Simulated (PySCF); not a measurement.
# C2H10AlAs: the cost of one run

Computed with PySCF 2.14.0 and routines of our own; the level stands in each step. Atoms count from 0.

### Step 1. The starting structure

14 atoms, charge 0, multiplicity 1; geometry from: GFN2-xTB.

### Step 2. Relaxing the molecule at PBE0-D3(BJ)/def2-SVP

Job settings and geometry (Å):

```
{"job": {"xc": "PBE0", "basis": "def2-SVP", "d3": "d3bj", "grid": 1, "maxiter": 30, "shake": 0.01, "kind": "geom"}, "charge": 0, "multiplicity": 1}
C     -2.708260     0.156400     0.348950
Al    -1.013870    -0.669490    -0.182290
As     0.882870     0.829090     0.848950
C      2.361360    -0.168290    -0.024270
H     -2.605080     1.120120     0.883710
H     -3.333100    -0.463530     0.992030
H     -3.353980     0.413610    -0.518820
H     -0.367780    -0.570590    -1.621570
H     -0.385760    -1.839380     0.679890
H      1.083270     0.243510     2.229680
H      1.721520     2.028890     1.250740
H      1.928570    -1.147860    -0.286000
H      2.594190     0.351460    -0.948180
H      3.188900    -0.299020     0.619460
```

Started as:

```
OMP_NUM_THREADS=1 python heavy_run.py task.json out
```

One launch serves the whole session: the jobs run in the order shown.

**Question.** How long does this first job take on 1 thread of Arm Neoverse N1, shared host, and how much memory does it need?

About 2.4 min, with a peak of 0.53 GiB.
